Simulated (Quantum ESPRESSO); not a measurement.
# Ti4Ru (Fmmm) in Quantum ESPRESSO: reference runs

Aim: a first look at Ti4Ru with PBEsol, on the cell as given.

All numbers are computed with Quantum ESPRESSO 7.5; they aren't measurements. Logs are shortened: lines on timing, memory, paths and dates and some standing lists are left out, and cuts for length are marked.

### 1 The crystal as given

Symmetry: Fmmm, No. 69, orthorhombic system. The conventional cell has a = 3.114 Å, b = 4.745 Å, c = 22.108 Å, α = 90.00°, β = 90.00°, γ = 90.00°. Ru (site symmetry mmm) has 4 Ti at 2.53 Å and 4 Ru at 2.84 Å as nearest neighbours. Around Ti (site symmetry mm2) lie 2 Ru at 2.53 Å and 6 Ti at 2.82 to 2.84 Å. Ti (site symmetry mm2) has 10 Ti at 2.82 to 3.11 Å as nearest neighbours.

The cell comes from a database or a generator and needn't be the stable form of this composition.

### 2 Single point, PBEsol

File pw.in:

```
&CONTROL
  calculation = 'scf'
  prefix = 'pwscf'
  outdir = './tmp'
  pseudo_dir = './pseudo'
  tprnfor = .true.
  tstress = .true.
  disk_io = 'low'
/
&SYSTEM
  ibrav = 0
  celldm(1) = 8
  nat = 5
  ntyp = 2
  ecutwfc = 45
  ecutrho = 360
  nbnd = 43
  occupations = 'smearing'
  smearing = 'fd'
  degauss = 0.00367493
/
&ELECTRONS
  conv_thr = 1d-09
  electron_maxstep = 120
  mixing_beta = 0.5
/
ATOMIC_SPECIES
Ru   101.0700 ru_pbesol_v1.2.uspp.F.UPF
Ti    47.8670 ti_pbesol_v1.4.uspp.F.UPF
CELL_PARAMETERS alat
  0.0000000000000   0.5604717453609   2.6111137186769
  0.3677345622423   0.0000000000000   2.6111137186769
  0.3677345622423   0.5604717453609   0.0000000000000
ATOMIC_POSITIONS crystal
Ru     0.0000000000    0.0000000000    0.0000000000
Ti     0.5903840000    0.5903840000    0.4096160000
Ti     0.1969260000    0.1969260000    0.8030740000
Ti     0.8030740000    0.8030740000    0.1969260000
Ti     0.4096160000    0.4096160000    0.5903840000
K_POINTS automatic
10 10 10 0 0 0
```

File pp_density.in:

```
&INPUTPP
  prefix = 'pwscf'
  outdir = './tmp'
  filplot = 'density.dat'
  plot_num = 0
/
&PLOT
  nfile = 1
  filepp(1) = 'density.dat'
  iflag = 3
  output_format = 6
  fileout = 'density.cube'
/
```

File pp_potential.in:

```
&INPUTPP
  prefix = 'pwscf'
  outdir = './tmp'
  filplot = 'potential.dat'
  plot_num = 11
/
&PLOT
  nfile = 1
  filepp(1) = 'potential.dat'
  iflag = 3
  output_format = 6
  fileout = 'potential.cube'
/
```

Potentials or basis: GBRV 1.5 PBEsol.

Started as:

```console
$ OMP_NUM_THREADS=1 mpirun -n 2 pw.x -nk 2 -in pw.in > pw.out
$ OMP_NUM_THREADS=1 mpirun -n 1 pp.x -in pp_density.in > pp_density.out
$ OMP_NUM_THREADS=1 mpirun -n 1 pp.x -in pp_potential.in > pp_potential.out
```

pw.out:

```text
This program is part of the open-source Quantum ESPRESSO suite
     for quantum simulation of materials; please cite
         "P. Giannozzi et al., J. Phys.:Condens. Matter 21 395502 (2009);
         "P. Giannozzi et al., J. Phys.:Condens. Matter 29 465901 (2017);
         "P. Giannozzi et al., J. Chem. Phys. 152 154105 (2020);
     in publications or presentations arising from this work. More details at

     Message from routine setup:
     using ibrav=0 with symmetry is DISCOURAGED, use correct ibrav instead

     K-points division:     npool     =       2
     Subspace diagonalization in iterative solution of the eigenvalue problem:
     a serial algorithm will be used

     G-vector sticks info
     --------------------
     sticks:   dense  smooth     PW     G-vecs:    dense   smooth      PW
     Sum        3235    1619    557                63533    22539    4641

     Using Slab Decomposition

     bravais-lattice index     =            0
     lattice parameter (alat)  =       8.0000  a.u.
     unit-cell volume          =     551.0791 (a.u.)^3
     number of atoms/cell      =            5
     number of atomic types    =            2
     number of electrons       =        64.00
     number of Kohn-Sham states=           43
     kinetic-energy cutoff     =      45.0000  Ry
     charge density cutoff     =     360.0000  Ry
     scf convergence threshold =      1.0E-09
     mixing beta               =       0.5000
     number of iterations used =            8  plain     mixing
     Exchange-correlation= SLA  PW   PSX  PSC
                           (   1   4  10   8   0   0   0)

     celldm(1)=   8.000000  celldm(2)=   0.000000  celldm(3)=   0.000000
     celldm(4)=   0.000000  celldm(5)=   0.000000  celldm(6)=   0.000000

     crystal axes: (cart. coord. in units of alat)
               a(1) = (   0.000000   0.560472   2.611114 )
               a(2) = (   0.367735   0.000000   2.611114 )
               a(3) = (   0.367735   0.560472   0.000000 )

     reciprocal axes: (cart. coord. in units 2 pi/alat)
               b(1) = ( -1.359676  0.892106  0.191489 )
               b(2) = (  1.359676 -0.892106  0.191489 )
               b(3) = (  1.359676  0.892106 -0.191489 )

     PseudoPot. # 1 for Ru read from file:
     ru_pbesol_v1.2.uspp.F.UPF
     Pseudo is Ultrasoft + core correction, Zval = 16.0
     Generated by new atomic code, or converted to UPF format
     Using radial grid of  967 points,  6 beta functions with:
                l(1) =   0
                l(2) =   0
                l(3) =   1
                l(4) =   1
                l(5) =   2
                l(6) =   2
     Q(r) pseudized with  8 coefficients,  rinner =    1.300   1.300   1.300
                                                       1.300   1.300

     PseudoPot. # 2 for Ti read from file:
     ti_pbesol_v1.4.uspp.F.UPF
     Pseudo is Ultrasoft + core correction, Zval = 12.0
     Generated by new atomic code, or converted to UPF format
     Using radial grid of  851 points,  6 beta functions with:
                l(1) =   0
                l(2) =   0
                l(3) =   1
                l(4) =   1
                l(5) =   2
                l(6) =   2
     Q(r) pseudized with  6 coefficients,  rinner =    1.000   1.000   1.000
                                                       1.000   1.000

     atomic species   valence    mass     pseudopotential
     Ru               16.00   101.07000     Ru( 1.00)
     Ti               12.00    47.86700     Ti( 1.00)

      8 Sym. Ops., with inversion, found

   Cartesian axes

     site n.     atom                  positions (alat units)
         1        Ru     tau(   1) = (   0.0000000   0.0000000   0.0000000  )
         2        Ti     tau(   2) = (   0.3677346   0.5604717   3.0831195  )
         3        Ti     tau(   3) = (   0.3677346   0.5604717   1.0283924  )
         4        Ti     tau(   4) = (   0.3677346   0.5604717   4.1938351  )
         5        Ti     tau(   5) = (   0.3677346   0.5604717   2.1391079  )

     number of k points=   171  Fermi-Dirac smearing, width (Ry)=  0.0037

     Number of k-points >= 100: set verbosity='high' to print them.

     Dense  grid:    63533 G-vectors     FFT dimensions: ( 135, 128,  36)

     Smooth grid:    22539 G-vectors     FFT dimensions: (  96,  96,  24)

     Check: negative core charge=   -0.000015

     Initial potential from superposition of free atoms

     starting charge      58.9998, renormalised to      64.0000

     negative rho (up, down):  8.047E-02 0.000E+00
     Starting wfcs are   53 randomized atomic wfcs

     Self-consistent Calculation

     iteration #  1     ecut=    45.00 Ry     beta= 0.50
     Davidson diagonalization with overlap
     ethr =  1.00E-02,  avg # of iterations =  3.9

     negative rho (up, down):  8.164E-02 0.000E+00

     total energy              =    -597.03814212 Ry
     estimated scf accuracy    <     106.99189774 Ry

     iteration #  2     ecut=    45.00 Ry     beta= 0.50
     Davidson diagonalization with overlap
     ethr =  1.00E-02,  avg # of iterations = 16.1

     negative rho (up, down):  8.332E-02 0.000E+00

     total energy              =    -616.81045195 Ry
     estimated scf accuracy    <    1584.21474018 Ry

     iteration #  3     ecut=    45.00 Ry     beta= 0.50
     Davidson diagonalization with overlap
     ethr =  1.00E-02,  avg # of iterations =  8.0

     negative rho (up, down):  7.878E-02 0.000E+00

     total energy              =    -674.83420786 Ry
     estimated scf accuracy    <     100.34270087 Ry

     iteration #  4     ecut=    45.00 Ry     beta= 0.50
     Davidson diagonalization with overlap
     ethr =  1.00E-02,  avg # of iterations =  3.7

     negative rho (up, down):  7.625E-02 0.000E+00

     total energy              =    -667.58361988 Ry
     estimated scf accuracy    <      80.57945235 Ry

     iteration #  5     ecut=    45.00 Ry     beta= 0.50
     Davidson diagonalization with overlap
     ethr =  1.00E-02,  avg # of iterations =  5.3

     negative rho (up, down):  7.477E-02 0.000E+00

     total energy              =    -669.85544446 Ry
     estimated scf accuracy    <      12.98755953 Ry

     iteration #  6     ecut=    45.00 Ry     beta= 0.50
     Davidson diagonalization with overlap
     ethr =  1.00E-02,  avg # of iterations =  1.9

     negative rho (up, down):  7.377E-02 0.000E+00

     total energy              =    -670.72872222 Ry
     estimated scf accuracy    <       9.83067656 Ry

     iteration #  7     ecut=    45.00 Ry     beta= 0.50
     Davidson diagonalization with overlap
     ethr =  1.00E-02,  avg # of iterations =  1.0

     negative rho (up, down):  7.376E-02 0.000E+00

     total energy              =    -670.90097135 Ry
     estimated scf accuracy    <       0.44062764 Ry

     iteration #  8     ecut=    45.00 Ry     beta= 0.50
     Davidson diagonalization with overlap
     ethr =  6.88E-04,  avg # of iterations =  2.4

     negative rho (up, down):  7.460E-02 0.000E+00

     total energy              =    -670.77692318 Ry
     estimated scf accuracy    <       0.49368064 Ry
[... 28 lines left out ...]
     iteration # 12     ecut=    45.00 Ry     beta= 0.50
     Davidson diagonalization with overlap
     ethr =  6.88E-04,  avg # of iterations =  1.2

     negative rho (up, down):  7.441E-02 0.000E+00

     total energy              =    -670.84148275 Ry
     estimated scf accuracy    <       0.91436392 Ry

     iteration # 13     ecut=    45.00 Ry     beta= 0.50
     Davidson diagonalization with overlap
     ethr =  6.88E-04,  avg # of iterations =  2.5

     negative rho (up, down):  7.440E-02 0.000E+00

     total energy              =    -670.87016357 Ry
     estimated scf accuracy    <       0.07226695 Ry

     iteration # 14     ecut=    45.00 Ry     beta= 0.50
     Davidson diagonalization with overlap
     ethr =  1.13E-04,  avg # of iterations =  6.6

     negative rho (up, down):  7.435E-02 0.000E+00

     total energy              =    -670.87120796 Ry
     estimated scf accuracy    <       0.02082657 Ry

     iteration # 15     ecut=    45.00 Ry     beta= 0.50
     Davidson diagonalization with overlap
     ethr =  3.25E-05,  avg # of iterations =  3.7

     negative rho (up, down):  7.430E-02 0.000E+00

     total energy              =    -670.87121447 Ry
     estimated scf accuracy    <       0.00399508 Ry

     iteration # 16     ecut=    45.00 Ry     beta= 0.50
     Davidson diagonalization with overlap
     ethr =  6.24E-06,  avg # of iterations =  4.1

     negative rho (up, down):  7.432E-02 0.000E+00

     total energy              =    -670.87130634 Ry
     estimated scf accuracy    <       0.00030301 Ry

     iteration # 17     ecut=    45.00 Ry     beta= 0.50
     Davidson diagonalization with overlap
     c_bands:  2 eigenvalues not converged
     ethr =  4.73E-07,  avg # of iterations =  6.1

     negative rho (up, down):  7.434E-02 0.000E+00

     total energy              =    -670.87133188 Ry
     estimated scf accuracy    <       0.00043210 Ry

     iteration # 18     ecut=    45.00 Ry     beta= 0.50
     Davidson diagonalization with overlap
     ethr =  4.73E-07,  avg # of iterations =  1.1

     negative rho (up, down):  7.434E-02 0.000E+00

     total energy              =    -670.87133273 Ry
     estimated scf accuracy    <       0.00004564 Ry

     iteration # 19     ecut=    45.00 Ry     beta= 0.50
     Davidson diagonalization with overlap
     ethr =  7.13E-08,  avg # of iterations =  2.1

     negative rho (up, down):  7.434E-02 0.000E+00

     total energy              =    -670.87133639 Ry
     estimated scf accuracy    <       0.00000354 Ry

     iteration # 20     ecut=    45.00 Ry     beta= 0.50
     Davidson diagonalization with overlap
     ethr =  5.54E-09,  avg # of iterations =  4.3

     negative rho (up, down):  7.433E-02 0.000E+00

     total energy              =    -670.87133679 Ry
     estimated scf accuracy    <       0.00000113 Ry

     iteration # 21     ecut=    45.00 Ry     beta= 0.50
     Davidson diagonalization with overlap
     c_bands:  1 eigenvalues not converged
     ethr =  1.77E-09,  avg # of iterations =  1.9

     negative rho (up, down):  7.433E-02 0.000E+00

     total energy              =    -670.87133677 Ry
     estimated scf accuracy    <       0.00000050 Ry

     iteration # 22     ecut=    45.00 Ry     beta= 0.50
     Davidson diagonalization with overlap
     ethr =  7.78E-10,  avg # of iterations =  2.1

     negative rho (up, down):  7.433E-02 0.000E+00

     total energy              =    -670.87133680 Ry
     estimated scf accuracy    <          6.8E-09 Ry

     iteration # 23     ecut=    45.00 Ry     beta= 0.50
     Davidson diagonalization with overlap
     ethr =  1.07E-11,  avg # of iterations =  5.2

     negative rho (up, down):  7.433E-02 0.000E+00

     total energy              =    -670.87133681 Ry
     estimated scf accuracy    <          2.0E-09 Ry

     iteration # 24     ecut=    45.00 Ry     beta= 0.50
     Davidson diagonalization with overlap
     ethr =  3.07E-12,  avg # of iterations =  1.4

     negative rho (up, down):  7.433E-02 0.000E+00

     End of self-consistent calculation

     Number of k-points >= 100: set verbosity='high' to print the bands.

     the Fermi energy is    15.0529 ev

!    total energy              =    -670.87133681 Ry
     estimated scf accuracy    <          1.5E-10 Ry
     smearing contrib. (-TS)   =      -0.00512426 Ry
     internal energy E=F+TS    =    -670.86621255 Ry

     The total energy is F=E-TS. E is the sum of the following terms:
     one-electron contribution =    -254.54555743 Ry
     hartree contribution      =     153.40082584 Ry
     xc contribution           =     -97.28288657 Ry
     ewald contribution        =    -472.43859439 Ry

     convergence has been achieved in  24 iterations

     negative rho (up, down):  7.433E-02 0.000E+00

     Forces acting on atoms (cartesian axes, Ry/au):

     atom    1 type  1   force =    -0.00000000    0.00000000   -0.00000000
     atom    2 type  2   force =     0.00000000   -0.00000000   -0.01032103
     atom    3 type  2   force =    -0.00000000    0.00000000    0.00067870
     atom    4 type  2   force =    -0.00000000   -0.00000000   -0.00067870
     atom    5 type  2   force =     0.00000000   -0.00000000    0.01032103

     Total force =     0.014628     Total SCF correction =     0.000064

     Computing stress (Cartesian axis) and pressure

     negative rho (up, down):  7.433E-02 0.000E+00
          total   stress  (Ry/bohr**3)                   (kbar)     P=      -53.35
  -0.00038894   0.00000000   0.00000000          -57.21        0.00        0.00
  -0.00000000  -0.00035173  -0.00000000           -0.00      -51.74       -0.00
  -0.00000000   0.00000000  -0.00034729           -0.00        0.00      -51.09

=------------------------------------------------------------------------------=
   JOB DONE.
=------------------------------------------------------------------------------=
```

Wall time 22 min (2 MPI ranks of AMD EPYC 7R43 (Zen 3), shared host); peak memory 0.76 GiB.

Results:

```
Free energy            : -9127.6695 eV
Pressure               : -5.3 GPa
Largest force          : 0.265 eV/Å
Band gap on the k mesh : none (metal or under the smearing width)
```

Forces on the atoms (eV/Å):
```
Ru   0.000  0.000  0.000
Ti   0.000  0.000 -0.265
Ti   0.000  0.000  0.017
Ti   0.000  0.000 -0.017
Ti   0.000  0.000  0.265
```

Stress tensor (GPa, compression positive):
```
-5.72  0.00  0.00
 0.00 -5.17  0.00
 0.00  0.00 -5.11
```

Levels at points of the mesh, in eV from the Fermi level:
```
             k point  band 30  band 31  band 32  band 33  band 34  band 35
  (0.00, 0.00, 0.00)    -0.23     0.05     0.34     0.45     0.53     0.60
 (0.00, 0.00, -0.50)    -0.55    -0.40    -0.10     0.20     0.62     0.74
(0.00, -0.50, -0.50)    -0.23    -0.02     0.17     0.88     1.12     1.84
(-0.50, 0.00, -0.50)    -1.10     0.53     0.56     0.75     0.77     1.12
(-0.50, -0.50, 0.00)    -0.26     0.17     0.20     0.31     0.59     0.80
```
